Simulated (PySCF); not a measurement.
FAlSeH2, in a box:

```
CELL_PARAMETERS angstrom
12.00000 0.00000 0.00000
0.00000 13.00000 0.00000
0.00000 0.00000 13.00000
ATOMIC_POSITIONS crystal
F 0.40510 0.45498 0.62038
Al 0.47376 0.46862 0.51158
Se 0.55380 0.62725 0.48445
H 0.48103 0.37598 0.43437
H 0.59706 0.59150 0.38485
```

Base run:

```yaml
Program: PySCF 2.14.0
Functional: CAM-B3LYP
Dispersion: D4
Potentials_or_basis: 6-31g* (all-electron)
k_mesh: 1 × 1 × 1
Occupations: fixed
Spin: no spin polarisation
```

Its results: gap between the frontier levels 8.80 eV.

**Question.** After a change of settings the same cell gave: gap between the frontier levels 10.84 eV. Which change was it?
A. functional from CAM-B3LYP to wB97X; dispersion from D4 to none
B. functional from CAM-B3LYP to X3LYP; dispersion from D4 to D3
C. functional from CAM-B3LYP to HSE03; dispersion from D4 to D3(BJ)

**Answer.** A.

Caveats: this is a molecule in a periodic box at the Γ point, so its band gap is the HOMO-LUMO gap; relativity is left out, which matters for the heavier elements; the basis of atomic orbitals isn't converged, which shifts pressures, moduli and gaps.

Runs at the PBE level aren't shown here.
